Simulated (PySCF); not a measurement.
# A gas-phase reaction: F3GeH + Br2 → BrF3Ge + BrH

What reaction energy should one expect for `[F][GeH]([F])[F]` + `BrBr` → `[F][Ge]([F])([F])[Br]` + `Br`?

Computed with PySCF 2.14.0; each step states its level. No surroundings beyond the atoms listed, unless a continuum is named. Atoms count from 0, parts from 1.

## 1. Starting point

Each species was relaxed by itself at PBE0-D3(BJ)/def2-SVPD.

## 2. Energies of the species: wB97M-D3(BJ)/def2-TZVPD

The job: settings as JSON, then the geometry in Å.

```
{"job": {"kind": "react", "xc": "wB97M-D3(BJ)", "basis": "def2-TZVPD"}, "charge": 0, "multiplicity": 1}
-1 F3GeH charge 0 multiplicity 1
F     -0.827820    -1.352270    -0.605760
Ge     0.015780    -0.025160     0.094870
F      1.530760     0.068910    -0.717890
F     -0.860720     1.386040    -0.355690
H      0.170780    -0.160080     1.597180

-1 Br2 charge 0 multiplicity 1
Br     1.150530    -0.002440    -0.013980
Br    -1.150790     0.004600     0.002550

+1 BrF3Ge charge 0 multiplicity 1
F     -0.015690    -1.688280    -0.421890
Ge     0.006030    -0.045220     0.065440
F     -1.370640     0.196270     1.058470
F      1.387420     0.158320     1.060410
Br     0.026820     1.348820    -1.687760

+1 BrH charge 0 multiplicity 1
Br     0.714930    -0.001970    -0.008610
H     -0.708700     0.005280     0.008350
```

Level: wB97M-D3(BJ)/def2-TZVPD reaction energy of separated species, gas phase.

The run is started by

```bash
> OMP_NUM_THREADS=1 python cluster_run.py task.json out
```

One launch serves the whole session: the jobs run in the order shown.

What it wrote:

```text
species 1 (F3GeH)
coarse grid: 25792 points
cycle   1  E = -2377.2695492463  dE = -4.354e-01  |g| = 1.129e+00  |ddm| = 1.714e+00
cycle   2  E = -2377.2093123525  dE =  6.024e-02  |g| = 1.443e+00  |ddm| = 1.270e+00
cycle   3  E = -2377.4555926608  dE = -2.463e-01  |g| = 4.965e-02  |ddm| = 6.376e-01
cycle   4  E = -2377.4559699078  dE = -3.772e-04  |g| = 2.472e-02  |ddm| = 4.686e-02
cycle   5  E = -2377.4560502759  dE = -8.037e-05  |g| = 6.907e-03  |ddm| = 1.749e-02
cycle   6  E = -2377.4560588882  dE = -8.612e-06  |g| = 1.024e-03  |ddm| = 7.057e-03
final grid: 53224 points
cycle   7  E = -2377.4559880876  dE = -8.095e-07  |g| = 9.332e-04  |ddm| = 2.512e-03
cycle   8  E = -2377.4559881186  dE = -3.099e-08  |g| = 1.025e-03  |ddm| = 9.423e-04
cycle   9  E = -2377.4559882279  dE = -1.093e-07  |g| = 7.161e-05  |ddm| = 4.470e-04
cycle  10  E = -2377.4559882319  dE = -4.000e-09  |g| = 3.381e-05  |ddm| = 1.636e-04
cycle  11  E = -2377.4559882322  dE = -3.265e-10  |g| = 9.837e-06  |ddm| = 4.645e-05
converged SCF energy = -2377.4559882322

species 2 (Br2)
coarse grid: 14664 points
cycle   1  E = -5148.2886923238  dE = -2.032e+00  |g| = 4.158e-01  |ddm| = 1.565e+00
cycle   2  E = -5148.3001175078  dE = -1.143e-02  |g| = 2.962e-01  |ddm| = 3.425e-01
cycle   3  E = -5148.3083613595  dE = -8.244e-03  |g| = 9.005e-03  |ddm| = 1.528e-01
cycle   4  E = -5148.3084059140  dE = -4.455e-05  |g| = 2.023e-03  |ddm| = 1.256e-02
cycle   5  E = -5148.3084094866  dE = -3.573e-06  |g| = 6.167e-04  |ddm| = 4.103e-03
final grid: 26152 points
cycle   6  E = -5148.3084025929  dE = -1.104e-07  |g| = 3.660e-04  |ddm| = 8.871e-04
cycle   7  E = -5148.3084026165  dE = -2.363e-08  |g| = 2.411e-04  |ddm| = 4.759e-04
cycle   8  E = -5148.3084026307  dE = -1.420e-08  |g| = 2.159e-05  |ddm| = 1.721e-04
cycle   9  E = -5148.3084026309  dE = -2.101e-10  |g| = 1.096e-05  |ddm| = 2.977e-05
converged SCF energy = -5148.3084026309

species 3 (BrF3Ge)
coarse grid: 30648 points
cycle   1  E = -4950.8633069250  dE = -1.224e+00  |g| = 1.173e+00  |ddm| = 2.040e+00
cycle   2  E = -4950.8040793317  dE =  5.923e-02  |g| = 1.473e+00  |ddm| = 1.387e+00
cycle   3  E = -4951.0602230036  dE = -2.561e-01  |g| = 6.871e-02  |ddm| = 7.020e-01
cycle   4  E = -4951.0608657205  dE = -6.427e-04  |g| = 2.558e-02  |ddm| = 5.556e-02
cycle   5  E = -4951.0609641137  dE = -9.839e-05  |g| = 8.036e-03  |ddm| = 1.688e-02
cycle   6  E = -4951.0609725900  dE = -8.476e-06  |g| = 1.603e-03  |ddm| = 5.395e-03
final grid: 60928 points
cycle   7  E = -4951.0607655838  dE = -9.115e-07  |g| = 1.358e-03  |ddm| = 3.163e-03
cycle   8  E = -4951.0607656439  dE = -6.009e-08  |g| = 1.272e-03  |ddm| = 1.211e-03
cycle   9  E = -4951.0607657462  dE = -1.023e-07  |g| = 8.961e-05  |ddm| = 5.153e-04
cycle  10  E = -4951.0607657486  dE = -2.431e-09  |g| = 5.604e-05  |ddm| = 1.056e-04
cycle  11  E = -4951.0607657494  dE = -7.449e-10  |g| = 1.306e-05  |ddm| = 5.359e-05
converged SCF energy = -4951.0607657494

species 4 (BrH)
coarse grid: 9808 points
cycle   1  E = -2574.7444817455  dE = -1.115e+00  |g| = 2.814e-01  |ddm| = 9.887e-01
cycle   2  E = -2574.7574488257  dE = -1.297e-02  |g| = 1.487e-01  |ddm| = 2.655e-01
cycle   3  E = -2574.7608846295  dE = -3.436e-03  |g| = 8.656e-03  |ddm| = 8.708e-02
cycle   4  E = -2574.7609219944  dE = -3.736e-05  |g| = 2.523e-03  |ddm| = 1.268e-02
cycle   5  E = -2574.7609264249  dE = -4.430e-06  |g| = 6.497e-04  |ddm| = 4.934e-03
final grid: 18448 points
cycle   6  E = -2574.7609110867  dE = -1.922e-07  |g| = 3.885e-04  |ddm| = 9.241e-04
cycle   7  E = -2574.7609111143  dE = -2.762e-08  |g| = 2.730e-04  |ddm| = 3.937e-04
cycle   8  E = -2574.7609111214  dE = -7.080e-09  |g| = 3.378e-05  |ddm| = 1.359e-04
cycle   9  E = -2574.7609111224  dE = -1.023e-09  |g| = 1.120e-05  |ddm| = 6.291e-05
cycle  10  E = -2574.7609111225  dE = -7.367e-11  |g| = 1.704e-06  |ddm| = 1.293e-05
converged SCF energy = -2574.7609111225

Reaction energy = -36.225 kcal/mol
```

Run time: 59 s. Hardware: 1 thread of Arm Neoverse N1, shared host; peak memory 0.76 GiB.

Species by species (with the dispersion term, which the log's SCF energies lack):

| ν | species | energy (Eh) | HOMO (eV) |
| --- | --- | --- | --- |
| -1 | [F][GeH]([F])[F] | -2377.45881 | -13.89 |
| -1 | BrBr | -5148.30959 | -10.44 |
| +1 | [F][Ge]([F])([F])[Br] | -4951.06465 | -12.28 |
| +1 | Br | -2574.76148 | -11.15 |

## 3. Energies of the species: PBE0-D3(BJ)/def2-TZVPD

Same as in step 2 but for these lines:

```diff
@@ -1,2 +1,2 @@
-{"job": {"kind": "react", "xc": "wB97M-D3(BJ)", "basis": "def2-TZVPD"}, "charge": 0, "multiplicity": 1}
+{"job": {"kind": "react", "xc": "PBE0", "basis": "def2-TZVPD", "disp": "d3bj"}, "charge": 0, "multiplicity": 1}
 -1 F3GeH charge 0 multiplicity 1
```

Level: PBE0-D3(BJ)/def2-TZVPD reaction energy of separated species, gas phase.

What it wrote:

```text
species 1 (F3GeH)
coarse grid: 25792 points
cycle   1  E = -2376.6515710630  dE = -3.132e-01  |g| = 1.184e+00  |ddm| = 1.767e+00
cycle   2  E = -2376.2934820141  dE =  3.581e-01  |g| = 2.022e+00  |ddm| = 1.632e+00
cycle   3  E = -2376.8399590236  dE = -5.465e-01  |g| = 1.120e-01  |ddm| = 1.033e+00
cycle   4  E = -2376.8409879685  dE = -1.029e-03  |g| = 4.618e-02  |ddm| = 7.469e-02
cycle   5  E = -2376.8412027670  dE = -2.148e-04  |g| = 2.526e-03  |ddm| = 2.208e-02
cycle   6  E = -2376.8412036896  dE = -9.226e-07  |g| = 5.215e-04  |ddm| = 1.516e-03
final grid: 53224 points
cycle   7  E = -2376.8412285853  dE = -4.122e-07  |g| = 5.377e-04  |ddm| = 1.512e-03
cycle   8  E = -2376.8412285362  dE =  4.912e-08  |g| = 7.999e-04  |ddm| = 6.859e-04
cycle   9  E = -2376.8412286285  dE = -9.228e-08  |g| = 8.049e-05  |ddm| = 3.859e-04
cycle  10  E = -2376.8412286294  dE = -9.154e-10  |g| = 1.416e-05  |ddm| = 5.374e-05
converged SCF energy = -2376.8412286294

species 2 (Br2)
coarse grid: 14664 points
cycle   1  E = -5147.6955176811  dE = -1.992e+00  |g| = 4.158e-01  |ddm| = 1.609e+00
cycle   2  E = -5147.7001487896  dE = -4.631e-03  |g| = 3.188e-01  |ddm| = 3.040e-01
cycle   3  E = -5147.7078031495  dE = -7.654e-03  |g| = 2.250e-02  |ddm| = 1.633e-01
cycle   4  E = -5147.7079142275  dE = -1.111e-04  |g| = 7.934e-03  |ddm| = 2.329e-02
cycle   5  E = -5147.7079305149  dE = -1.629e-05  |g| = 5.812e-04  |ddm| = 6.034e-03
cycle   6  E = -5147.7079305737  dE = -5.876e-08  |g| = 9.434e-05  |ddm| = 7.038e-04
final grid: 26152 points
cycle   7  E = -5147.7079424621  dE = -3.401e-09  |g| = 8.877e-05  |ddm| = 2.098e-04
cycle   8  E = -5147.7079424624  dE = -2.756e-10  |g| = 7.653e-05  |ddm| = 1.001e-04
cycle   9  E = -5147.7079424628  dE = -4.165e-10  |g| = 2.364e-06  |ddm| = 3.914e-05
converged SCF energy = -5147.7079424628

species 3 (BrF3Ge)
coarse grid: 30648 points
cycle   1  E = -4949.9501293037  dE = -1.123e+00  |g| = 1.227e+00  |ddm| = 2.107e+00
cycle   2  E = -4949.5876854973  dE =  3.624e-01  |g| = 2.055e+00  |ddm| = 1.774e+00
cycle   3  E = -4950.1452815086  dE = -5.576e-01  |g| = 1.348e-01  |ddm| = 1.146e+00
cycle   4  E = -4950.1471363513  dE = -1.855e-03  |g| = 5.173e-02  |ddm| = 9.112e-02
cycle   5  E = -4950.1474327664  dE = -2.964e-04  |g| = 1.254e-02  |ddm| = 2.796e-02
cycle   6  E = -4950.1474480736  dE = -1.531e-05  |g| = 2.210e-03  |ddm| = 8.741e-03
cycle   7  E = -4950.1474492844  dE = -1.211e-06  |g| = 5.394e-04  |ddm| = 2.608e-03
final grid: 60928 points
cycle   8  E = -4950.1473297267  dE = -3.972e-07  |g| = 6.876e-04  |ddm| = 2.636e-03
cycle   9  E = -4950.1473296580  dE =  6.870e-08  |g| = 9.178e-04  |ddm| = 1.366e-03
cycle  10  E = -4950.1473298359  dE = -1.779e-07  |g| = 8.888e-05  |ddm| = 7.338e-04
cycle  11  E = -4950.1473298366  dE = -6.785e-10  |g| = 2.269e-05  |ddm| = 5.054e-05
converged SCF energy = -4950.1473298366

species 4 (BrH)
coarse grid: 9808 points
cycle   1  E = -2574.4494535643  dE = -1.081e+00  |g| = 2.724e-01  |ddm| = 1.042e+00
cycle   2  E = -2574.4540918242  dE = -4.638e-03  |g| = 1.699e-01  |ddm| = 2.601e-01
cycle   3  E = -2574.4588662044  dE = -4.774e-03  |g| = 3.007e-02  |ddm| = 1.194e-01
cycle   4  E = -2574.4590976890  dE = -2.315e-04  |g| = 4.156e-03  |ddm| = 2.212e-02
cycle   5  E = -2574.4591016915  dE = -4.002e-06  |g| = 1.311e-03  |ddm| = 4.270e-03
final grid: 18448 points
cycle   6  E = -2574.4591027992  dE = -7.033e-08  |g| = 1.375e-03  |ddm| = 2.024e-03
cycle   7  E = -2574.4591028136  dE = -1.434e-08  |g| = 1.399e-03  |ddm| = 1.791e-03
cycle   8  E = -2574.4591030345  dE = -2.209e-07  |g| = 5.149e-05  |ddm| = 8.398e-04
cycle   9  E = -2574.4591030352  dE = -6.767e-10  |g| = 1.026e-05  |ddm| = 4.413e-05
converged SCF energy = -2574.4591030352

Reaction energy = -36.260 kcal/mol
```

It took 34 s on 1 thread of Arm Neoverse N1, shared host; peak memory 0.71 GiB.

Reaction energy at this level: -36.26 kcal/mol.

## 4. Side by side

Energies in kcal/mol, with wall time:

| run | reaction | time |
| --- | --- | --- |
| wB97M-D3(BJ)/def2-TZVPD | -36.22 | 59 s |
| PBE0-D3(BJ)/def2-TZVPD | -36.26 | 34 s |

## 5. Outcome

| quantity | value |
| --- | --- |
| reaction energy (wB97M-D3(BJ)/def2-TZVPD) | -36.22 kcal/mol |
| ΔH, ΔG at 298 K (xTB thermal terms) | -36.4, -36.3 kcal/mol |
| range of the reaction energy over the runs of this table | -36.26 to -36.22 kcal/mol |

The reaction is exothermic by 36.4 kcal/mol in the gas phase; dispersion gives -0.28, and xTB itself gave -19.43 for the electronic energy (xTB energies and thermal terms come from the earlier relaxation of each species, not shown). No barrier was sought. xTB and this level differ widely in the electronic energy, so what comes from xTB (the thermal terms above all) is less safe here. The reaction energy runs from -36.26 (PBE0-D3(BJ)/def2-TZVPD) to -36.22 kcal/mol (wB97M-D3(BJ)/def2-TZVPD).
